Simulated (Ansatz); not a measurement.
# Mn4Cr4F19: the cost of one run

Method: DFT LDA, plane waves, PAW, scalar-relativistic, collinear spin, in Ansatz 0.2.0.

### 1 The structure to begin with

The cell holds 27 atoms (Cr4F19Mn4): a = 8.758 Å, b = 6.417 Å, c = 7.529 Å, α = 90.00°, β = 64.54°, γ = 90.00°.

As a file:

```xyz
27
Lattice="-8.7577 0.0000 0.0000 0.0000 -6.4168 0.0000 -3.2364 0.0000 6.7975" Properties=species:S:1:pos:R:3 pbc="T T T"
Mn   -0.8091   -2.9947    1.6994
Mn   -2.4273   -3.4221    5.0981
Cr   -4.3789   -3.2084    0.0000
Cr   -5.9971   -3.2084    3.3987
F    -0.8091   -0.5114    1.6994
F    -2.4273   -5.9054    5.0981
F   -11.7503   -1.9090    6.5704
F    -1.8620   -1.9090    3.6258
F    -0.2438   -4.5078    0.2270
F   -10.1321   -4.5078    3.1717
F    -9.3148   -3.4202    5.9580
F    -4.2975   -3.4202    4.2382
F    -2.6793   -2.9967    0.8395
F    -7.6966   -2.9967    2.5593
Mn   -5.1880   -6.2031    1.6994
Mn   -6.8062   -0.2137    5.0981
Cr    0.0000    0.0000    0.0000
Cr   -1.6182    0.0000    3.3987
F    -5.1880   -3.7198    1.6994
F    -7.3714   -5.1174    6.5704
F    -6.2409   -5.1174    3.6258
F    -4.6227   -1.2994    0.2270
F    -5.7532   -1.2994    3.1717
F    -4.9359   -0.2118    5.9580
F    -8.6764   -0.2118    4.2382
F    -7.0582   -6.2051    0.8395
F    -3.3177   -6.2051    2.5593
```

### 2 Run 1

140 steps of 3 fs at constant energy, with velocities drawn for 1800 K.

Contents of input.yaml:

```yaml
accuracy: low
crystal:
  lattice:
    - [-8.75772, 0.0, 0.0]
    - [0.0, -6.41682, 0.0]
    - [-3.23641, 0.0, 6.797483]
  atoms:
    - { symbol: Mn, position: [0.0, 0.4667, 0.25], spin: 3.5 }
    - { symbol: Mn, position: [0.0, 0.5333, 0.75], spin: 3.5 }
    - { symbol: Cr, position: [0.5, 0.5, 0.0], spin: 1.5 }
    - { symbol: Cr, position: [0.5, 0.5, 0.5], spin: 1.5 }
    - { symbol: F, position: [0.0, 0.0797, 0.25] }
    - { symbol: F, position: [0.0, 0.9203, 0.75] }
    - { symbol: F, position: [0.9845, 0.2975, 0.9666] }
    - { symbol: F, position: [0.0155, 0.2975, 0.5334] }
    - { symbol: F, position: [0.0155, 0.7025, 0.0334] }
    - { symbol: F, position: [0.9845, 0.7025, 0.4666] }
    - { symbol: F, position: [0.7397, 0.533, 0.8765] }
    - { symbol: F, position: [0.2603, 0.533, 0.6235] }
    - { symbol: F, position: [0.2603, 0.467, 0.1235] }
    - { symbol: F, position: [0.7397, 0.467, 0.3765] }
    - { symbol: Mn, position: [0.5, 0.9667, 0.25], spin: 3.5 }
    - { symbol: Mn, position: [0.5, 0.0333, 0.75], spin: 3.5 }
    - { symbol: Cr, position: [0.0, 0.0, 0.0], spin: 1.5 }
    - { symbol: Cr, position: [0.0, 0.0, 0.5], spin: 1.5 }
    - { symbol: F, position: [0.5, 0.5797, 0.25] }
    - { symbol: F, position: [0.4845, 0.7975, 0.9666] }
    - { symbol: F, position: [0.5155, 0.7975, 0.5334] }
    - { symbol: F, position: [0.5155, 0.2025, 0.0334] }
    - { symbol: F, position: [0.4845, 0.2025, 0.4666] }
    - { symbol: F, position: [0.2397, 0.033, 0.8765] }
    - { symbol: F, position: [0.7603, 0.033, 0.6235] }
    - { symbol: F, position: [0.7603, 0.967, 0.1235] }
    - { symbol: F, position: [0.2397, 0.967, 0.3765] }
magnetization:
  spin_polarized: true
basis:
  ecutwfc: 420.0
kpoints:
  mp_grid: { grid: [2, 2, 2] }
hamiltonian:
  xc: lda
scf:
  occupations: { method: fermi_dirac, width: 0.05 }
  lower_state_search: "off"
md:
  timestep: 3.0
  n_steps: 140
  ensemble: nve
  temperature: 1800.0
  initial_velocities: maxwell_boltzmann
  seed: 541091
```

Started as:

```sh
$ ansatz run input.yaml --threads 4 --pin off --max-ram 10240MiB --backend cpu --events-out ev --progress --plain --runs-dir out
```

What time and memory should one allow on 4 threads of AMD EPYC 9R14 (Zen 4), shared host?

About 25 min, with a peak of 1.8 GiB.
